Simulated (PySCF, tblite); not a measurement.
# C4H9PSi: dynamics, then NMR shifts on frames

How do NMR shifts of C4H9PSi (`C=C[Si]1(P)CC1`) change as the atoms move?

The runs use tblite 0.8.0 and PySCF 2.14.0, with density-fitted response routines of our own; the level of theory stands in each step. All values are computed, except where a source is named. Atoms count from 0, in the outputs and in this text.

## Step 1: The molecule as given

15 atoms, charge 0, multiplicity 1; geometry from: GFN2-xTB.

Bonds of the start (Å): C0–C1 1.32, C1–Si2 1.88, Si2–P3 2.24, Si2–C4 1.90, C4–C5 1.54, C5–Si2 1.90, C0–H6 1.08, C0–H7 1.08, C1–H8 1.08, P3–H9 1.38, P3–H10 1.38, C4–H11 1.08, C4–H12 1.08, C5–H13 1.08, C5–H14 1.08.

## Step 2: Thermal motion with GFN2-xTB

Job settings and geometry (Å):

```
{"job": {"kind": "md", "xc": "GFN2-xTB", "basis": "xTB", "temperature": 600, "steps": 2000, "every": 50, "frames": 5}, "charge": 0, "multiplicity": 1}
C      2.368705    -0.441161     0.827975
C      1.766636     0.259356    -0.119542
Si    -0.093750     0.369785    -0.351805
P     -0.641787     1.886873    -1.907792
C     -1.239239     0.000030     1.112111
C     -1.174142    -1.131454     0.074866
H      1.809385    -1.010434     1.551239
H      3.442514    -0.476541     0.926635
H      2.367632     0.819779    -0.825093
H     -1.992103     1.871886    -1.611212
H     -0.804798     0.965806    -2.928365
H     -2.194384     0.497225     1.208706
H     -0.815920    -0.229095     2.079170
H     -2.088607    -1.324159    -0.469097
H     -0.714555    -2.049905     0.410292
```

Level: GFN2-xTB Langevin dynamics, gas phase.

Started as:

```sh
OMP_NUM_THREADS=1 python probes_run.py task.json out
```

One launch serves the whole session: the jobs run in the order shown.

Log:

```text
t/fs     T/K      E/eV
    0.0   478.5   -470.36775
   25.0   221.1   -469.49093
   50.0   540.8   -469.82315
   75.0   364.2   -469.52525
  100.0   579.1   -469.88526
  125.0   413.9   -469.52514
  150.0   453.7   -469.45213
  175.0   487.3   -469.66373
  200.0   549.1   -469.56375
  225.0   406.0   -469.54856
  250.0   336.2   -469.89175
  275.0   392.9   -469.75412
  300.0   477.4   -469.53885
  325.0   486.4   -469.45377
  350.0   566.2   -469.24880
  375.0   705.1   -469.78281
  400.0   531.9   -469.47684
  425.0   468.5   -469.38902
  450.0   524.7   -469.66778
  475.0   489.3   -469.62250
  500.0   506.5   -469.54945
  525.0   596.5   -469.56977
  550.0   400.9   -469.26044
  575.0   621.0   -469.84659
  600.0   579.4   -469.60087
  625.0   616.6   -469.54084
  650.0   476.5   -469.35001
  675.0   539.5   -469.59069
  700.0   641.0   -469.44689
  725.0   609.4   -469.35788
  750.0   684.8   -469.37909
  775.0   736.8   -469.40726
  800.0   816.7   -469.67298
  825.0   505.3   -469.37757
  850.0   534.7   -469.45413
  875.0   579.9   -469.44042
  900.0   597.4   -469.28213
  925.0   532.0   -468.83265
  950.0   806.0   -469.39542
  975.0   560.9   -469.10062
 1000.0   639.3   -469.37151
```

It took 23 s on 1 thread, shared host.

Distance from the start (root mean square after alignment): 0 fs 0.00 Å, 200 fs 0.64 Å, 400 fs 0.88 Å, 600 fs 0.89 Å, 800 fs 0.40 Å, 1000 fs 0.91 Å.

Positions (Å) and forces (eV/Å) at 1000 fs:

```xyz
15

C     1.089    0.512    2.327   -0.587   -0.653   -0.444
C     1.210    1.071    1.132   -2.368   -1.611   -0.507
Si   -0.028    0.778   -0.361    1.042   -1.438    1.135
P    -1.331    2.183   -1.358    0.236    1.494   -0.743
C    -1.099   -0.896   -0.310    3.105    1.781   -0.278
C     0.043   -0.810   -1.351    0.471   -0.237   -1.538
H     0.398   -0.296    2.600    0.066    0.618   -0.432
H     1.720    0.785    3.124    0.785    0.236    0.690
H     1.962    1.744    0.935    1.390    1.482   -0.168
H    -0.422    3.209   -1.817   -0.385   -0.831    0.082
H    -1.294    2.782   -0.142   -0.697    0.713    0.541
H    -2.051   -0.727   -0.689   -1.310   -0.543   -0.151
H    -0.838   -1.344    0.619   -0.539   -0.831   -0.045
H    -0.271   -0.634   -2.425    0.027   -0.469    1.278
H     0.962   -1.448   -1.395   -1.238    0.289    0.581
```

## Step 3: Shielding tensors: 250 fs, PBE0/pcSseg-1

Job settings and geometry (Å):

```
{"job": {"kind": "nmr", "xc": "PBE0", "basis": "pcSseg-1", "pop": false}, "charge": 0, "multiplicity": 1}
C      2.168000     0.341900     0.420400
C      1.401900     0.548300    -0.611200
Si    -0.437200     0.330700    -0.479400
P     -1.125600     1.895900    -1.847800
C     -1.579600    -0.408900     0.806700
C     -1.315000    -1.313700    -0.359800
H      1.881800    -0.192900     1.294400
H      3.202000     0.649000     0.483600
H      1.837000     1.089800    -1.505800
H     -1.518200     2.787600    -0.863300
H     -2.365400     1.436600    -2.176700
H     -2.537600     0.142000     0.792000
H     -1.394300    -0.837300     1.766700
H     -2.178100    -1.570300    -1.014500
H     -0.861900    -2.253300    -0.011100
```

Method: GIAO PBE0/pcSseg-1 NMR shielding, non-relativistic, gas phase.

Log:

```text
coarse grid: 13176 points
cycle   1  E = -788.0241710713  dE =  6.674e-01  |g| = 4.631e-01  |ddm| = 3.527e+00
cycle   2  E = -787.9887220314  dE =  3.545e-02  |g| = 5.854e-01  |ddm| = 1.009e+00
cycle   3  E = -788.0816029846  dE = -9.288e-02  |g| = 7.711e-02  |ddm| = 6.522e-01
cycle   4  E = -788.0832550546  dE = -1.652e-03  |g| = 2.611e-02  |ddm| = 1.258e-01
cycle   5  E = -788.0834264797  dE = -1.714e-04  |g| = 7.787e-03  |ddm| = 2.907e-02
cycle   6  E = -788.0834406605  dE = -1.418e-05  |g| = 3.092e-03  |ddm| = 9.627e-03
cycle   7  E = -788.0834428091  dE = -2.149e-06  |g| = 8.839e-04  |ddm| = 3.046e-03
final grid: 117032 points
cycle   8  E = -788.1195247768  dE = -2.245e-05  |g| = 7.532e-03  |ddm| = 2.325e-02
cycle   9  E = -788.1195147850  dE =  9.992e-06  |g| = 9.621e-03  |ddm| = 1.633e-02
cycle  10  E = -788.1195396473  dE = -2.486e-05  |g| = 1.107e-03  |ddm| = 1.013e-02
cycle  11  E = -788.1195399903  dE = -3.429e-07  |g| = 2.532e-04  |ddm| = 1.453e-03
cycle  12  E = -788.1195400055  dE = -1.529e-08  |g| = 7.036e-05  |ddm| = 2.573e-04
cycle  13  E = -788.1195400066  dE = -1.022e-09  |g| = 3.189e-05  |ddm| = 7.842e-05
cycle  14  E = -788.1195400068  dE = -2.726e-10  |g| = 3.480e-06  |ddm| = 3.256e-05
converged SCF energy = -788.1195400068

GIAO shielding tensors (ppm)
atom      isotropic    diamagn.    paramagn.     s11        s22        s33       span
  0 C       47.528     253.864    -206.336    -70.319     46.730    166.174    236.493
  1 C       46.852     260.652    -213.800    -68.119     56.427    152.248    220.367
  2 Si     458.682     882.495    -423.813    282.923    369.343    723.780    440.857
  3 P      603.099     967.946    -364.847    552.936    599.460    656.900    103.964
  4 C      175.844     256.528     -80.683    158.563    175.568    193.403     34.840
  5 C      179.770     254.837     -75.068    161.953    172.160    205.197     43.244
  6 H       26.046      33.281      -7.236     22.569     24.518     31.049      8.480
  7 H       25.747      28.694      -2.947     22.827     24.414     30.000      7.172
  8 H       24.468      29.093      -4.625     22.533     23.191     27.680      5.146
  9 H       30.050      30.164      -0.114     24.666     27.936     37.549     12.883
 10 H       30.828      30.980      -0.151     24.989     27.916     39.581     14.592
 11 H       30.688      31.296      -0.609     25.097     28.086     38.879     13.782
 12 H       29.944      32.859      -2.915     25.094     27.430     37.307     12.213
 13 H       30.093      30.272      -0.179     24.778     26.929     38.571     13.792
 14 H       29.891      31.769      -1.878     24.760     27.502     37.412     12.652
```

It took 35 s on 1 thread, shared host.

The references, computed at this level on geometries of the same kind, shield at (ppm): ¹H TMS 31.72, ¹³C TMS 186.9, ²⁹Si TMS 349.2, ³¹P H3PO4 318.4. Their shielding less the atom's gives the shift. The references are single molecules in the gas phase, so shifts against H2O, NH3, PH3, H3PO4 or CFCl3 are not on the usual liquid scales and can be off by tens of ppm. Each atom is listed at this fixed geometry, with no averaging over motion; a spectrum would average atoms that exchange fast.

```tsv
atoms	environment	σ (ppm)	δ (ppm)
C1	alkene CH	46.9	140.1
C0	terminal =CH2 carbon	47.5	139.4
C4	three-membered-ring carbon	175.8	11.1
C5	three-membered-ring carbon	179.8	7.2
H8	hydrogen on an alkene CH	24.47	7.25
H7	hydrogen on a terminal =CH2 carbon	25.75	5.97
H6	hydrogen on a terminal =CH2 carbon	26.05	5.67
H14	hydrogen on a three-membered-ring carbon	29.89	1.83
H12	hydrogen on a three-membered-ring carbon	29.94	1.77
H9	hydrogen on a phosphorus bonded to Si	30.05	1.67
H13	hydrogen on a three-membered-ring carbon	30.09	1.62
H11	hydrogen on a three-membered-ring carbon	30.69	1.03
H10	hydrogen on a phosphorus bonded to Si	30.83	0.89
Si2	silicon bonded to 3 C, P, in a 3-membered ring	458.7	-109.5
P3	phosphorus bonded to Si, 2 H	603.1	-284.7
```

Ring of atoms Si2, C4, C5: NICS(0) -23.6, NICS(1) -6.1, NICS(1)zz -12.4 ppm (means of both faces).

In rings of three or four atoms NICS is ruled by the nearby σ bonds, so it says little on aromaticity.

## Step 4: Nuclear shieldings: 425 fs, PBE0/pcSseg-1

Job settings and geometry (Å):

```
{"job": {"kind": "nmr", "xc": "PBE0", "basis": "pcSseg-1", "pop": false}, "charge": 0, "multiplicity": 1}
C      2.213000    -0.269500     0.975700
C      1.412600     0.672900     0.470000
Si    -0.231100     0.497400    -0.376700
P     -1.313700     1.916000    -1.791700
C     -1.286900    -0.890600     0.594700
C     -0.299000    -1.416600    -0.535000
H      1.783300    -1.287800     1.219500
H      3.151600     0.113600     1.328000
H      1.850400     1.747300     0.524100
H     -0.978400     2.939900    -0.892200
H     -2.527800     1.758900    -1.087200
H     -2.405600    -0.768300     0.326600
H     -0.997300    -1.096500     1.593500
H     -0.677700    -1.937100    -1.441600
H      0.495400    -1.960800    -0.160600
```

Level: GIAO PBE0/pcSseg-1 NMR shielding, non-relativistic, gas phase.

Log:

```text
coarse grid: 13176 points
cycle   1  E = -788.0012077735  dE =  3.690e-01  |g| = 4.623e-01  |ddm| = 3.470e+00
cycle   2  E = -787.9332232326  dE =  6.798e-02  |g| = 6.650e-01  |ddm| = 1.285e+00
cycle   3  E = -788.0620035850  dE = -1.288e-01  |g| = 7.126e-02  |ddm| = 8.753e-01
cycle   4  E = -788.0632791831  dE = -1.276e-03  |g| = 3.463e-02  |ddm| = 1.277e-01
cycle   5  E = -788.0636051957  dE = -3.260e-04  |g| = 8.313e-03  |ddm| = 3.829e-02
cycle   6  E = -788.0636217798  dE = -1.658e-05  |g| = 3.216e-03  |ddm| = 1.085e-02
cycle   7  E = -788.0636241306  dE = -2.351e-06  |g| = 1.091e-03  |ddm| = 3.599e-03
final grid: 117032 points
cycle   8  E = -788.0999714658  dE = -2.194e-05  |g| = 7.079e-03  |ddm| = 2.612e-02
cycle   9  E = -788.0999590257  dE =  1.244e-05  |g| = 9.600e-03  |ddm| = 1.622e-02
cycle  10  E = -788.0999847773  dE = -2.575e-05  |g| = 1.149e-03  |ddm| = 1.091e-02
cycle  11  E = -788.0999851497  dE = -3.724e-07  |g| = 3.142e-04  |ddm| = 1.632e-03
cycle  12  E = -788.0999851758  dE = -2.608e-08  |g| = 7.501e-05  |ddm| = 3.640e-04
cycle  13  E = -788.0999851769  dE = -1.106e-09  |g| = 3.686e-05  |ddm| = 9.091e-05
cycle  14  E = -788.0999851773  dE = -3.697e-10  |g| = 6.920e-06  |ddm| = 3.868e-05
converged SCF energy = -788.0999851773

GIAO shielding tensors (ppm)
atom      isotropic    diamagn.    paramagn.     s11        s22        s33       span
  0 C       46.672     255.442    -208.770    -79.098     56.399    162.716    241.813
  1 C       33.419     262.138    -228.718    -80.763     23.404    157.617    238.380
  2 Si     472.600     884.009    -411.409    333.202    386.008    698.588    365.386
  3 P      640.689     966.341    -325.652    534.917    636.918    750.233    215.316
  4 C      161.454     257.968     -96.514    134.396    160.635    189.332     54.936
  5 C      172.158     256.372     -84.214    150.508    169.000    196.965     46.458
  6 H       24.599      31.562      -6.963     20.593     23.008     30.194      9.602
  7 H       25.323      29.054      -3.731     21.254     23.457     31.257     10.002
  8 H       24.366      29.657      -5.291     22.060     23.471     27.567      5.507
  9 H       29.856      29.434       0.421     24.551     27.421     37.596     13.045
 10 H       30.078      29.800       0.278     23.503     28.098     38.633     15.130
 11 H       29.334      30.292      -0.957     24.525     26.275     37.204     12.679
 12 H       30.565      33.634      -3.069     26.014     27.802     37.878     11.863
 13 H       29.614      31.006      -1.392     24.950     26.127     37.765     12.816
 14 H       32.146      36.275      -4.129     26.900     28.939     40.598     13.698
```

Wall time 29 s (1 thread, shared host).

Key values: δ C1 153.5, C0 140.3, C4 25.5, C5 14.8, H8 7.35, H6 7.12 ppm.

(Part 1 of 2 ends here.)
